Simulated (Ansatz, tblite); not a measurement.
**B2(OH)4 (B2H4O4): a ladder of methods and basis sets**

One table from this session's results is given with a row withheld; the runs are named, their logs left out.

Method: as each input shows; program: Ansatz 0.2.0, Gaussian basis.

Plan: GFN1-xTB, GFN2-xTB, PBE-D4/def2-TZVP, r2SCAN-D4/def2-TZVP, revPBE-D4/def2-TZVP, ωB97X-V/def2-TZVP, ωB97M-V/def2-TZVP, PBE-D4/def2-SVP, PBE0-D4/def2-SVP, HF/6-31G, B3LYP-D4/6-31G, PBE0-D4/def2-TZVPD, PBE-D4/def2-TZVPD, revPBE-D4/def2-TZVPD, CCSD(T)/def2-TZVPP, MP2/def2-TZVP, RPA/def2-TZVP.

2 further runs of the same task are left out: 2 set aside as unsound or not needed.

### The structure

The geometry is that of the singlet, from an earlier relaxation (PBE-D4/def2-SVP).

10 atoms, charge 0, spin multiplicity 1.

Bond lengths: B1–O2 1.373 Å, B1–O3 1.373 Å, B1–B4 1.728 Å, O2–H7 0.974 Å, O3–H8 0.974 Å, B4–O5 1.379 Å, B4–O6 1.379 Å, O5–H9 0.977 Å, O6–H10 0.977 Å. Angles: O2–B1–O3 116.1°, O2–B1–B4 121.9°, O3–B1–B4 121.9°, B1–O2–H7 109.5°, B1–O3–H8 109.5°, B1–B4–O5 118.1°, B1–B4–O6 118.1°, O5–B4–O6 123.9°, B4–O5–H9 115.4°, B4–O6–H10 115.4°.

PBE0-D4/def2-TZVP was run before; its log isn't repeated, and its numbers join the tables.

The first run:

Tight binding, by tblite at 300 K electronic temperature and without a spin-polarisation term:

```python
tblite.interface.Calculator('GFN1-xTB', numbers, positions, charge=0, uhf=0).singlepoint()
```

Tight binding, by tblite at 300 K electronic temperature and without a spin-polarisation term:

```python
tblite.interface.Calculator('GFN2-xTB', numbers, positions, charge=0, uhf=0).singlepoint()
```

start.molden holds the orbitals of an earlier run on this state, given as this run's starting guess.

The input, in.yaml:

```yaml
crystal:
  periodic: [false, false, false]
  atoms:
    - {symbol: B, position_ang: [-0.981930, 0.332163, -0.497201]}
    - {symbol: O, position_ang: [-2.084903, -0.484511, -0.544557]}
    - {symbol: O, position_ang: [-1.119398, 1.568978, -1.077844]}
    - {symbol: B, position_ang: [0.493868, -0.167277, 0.250104]}
    - {symbol: O, position_ang: [0.544757, -1.426829, 0.808878]}
    - {symbol: O, position_ang: [1.551523, 0.717439, 0.252636]}
    - {symbol: H, position_ang: [-1.881134, -1.330506, -0.108060]}
    - {symbol: H, position_ang: [-0.285395, 2.063317, -0.989250]}
    - {symbol: H, position_ang: [1.396932, -1.668017, 1.220271]}
    - {symbol: H, position_ang: [2.365679, 0.395252, 0.685024]}
basis:
  gaussian: {orbitals: def2-TZVP, initial_orbitals: start.molden}
hamiltonian: {xc: pbe, dispersion: d4}
scf: {omitted_lower_state_checks: [starts]}
output: {forces: true, orbitals: {seedname: orbitals}}
```

The run is started by

```bash
> ansatz run in.yaml --threads 2 --pin off --events-out ev --progress --plain --max-ram 32768MiB --backend cpu
```

Steps of the session up to this table: PBE-D4/def2-TZVP; r2SCAN-D4/def2-TZVP; revPBE-D4/def2-TZVP; ωB97X-V/def2-TZVP; ωB97M-V/def2-TZVP; PBE-D4/def2-SVP; PBE0-D4/def2-SVP; HF/6-31G; B3LYP-D4/6-31G; PBE0-D4/def2-TZVPD; PBE-D4/def2-TZVPD; revPBE-D4/def2-TZVPD; CCSD(T)/def2-TZVPP; MP2/def2-TZVP; RPA/def2-TZVP.

One of the session's tables, all rows but one given; the rest of the session is left out.

It belongs to the step «Binding energy». 

```
              method  binding an atom (eV)
            HF/6-31G                 2.841
        HF/def2-TZVP                 3.229
       HF/def2-TZVPP                 3.245
     PBE-D4/def2-SVP                 4.726
    PBE-D4/def2-TZVP                 4.666
   PBE-D4/def2-TZVPD                 4.667
 revPBE-D4/def2-TZVP                 4.512
revPBE-D4/def2-TZVPD                 4.512
 r2SCAN-D4/def2-TZVP                 4.565
      B3LYP-D4/6-31G                 4.213
    PBE0-D4/def2-SVP                 4.577
   PBE0-D4/def2-TZVP                 4.523
  PBE0-D4/def2-TZVPD                     ?
   ωB97X-V/def2-TZVP                 4.528
   ωB97M-V/def2-TZVP                 4.555
       MP2/def2-TZVP                 4.546
     CCSD/def2-TZVPP                 4.345
  CCSD(T)/def2-TZVPP                 4.426
```

Estimate the missing values for PBE0-D4/def2-TZVPD.

As computed: binding an atom (eV): 4.526. In the column «binding an atom (eV)» it lies between PBE0-D4/def2-TZVP (4.523) and ωB97X-V/def2-TZVP (4.528).

Caveats from the session: Free atoms were run apart at each level; binding is atoms less cluster, divided by the number of atoms, without zero-point or spin-orbit terms.
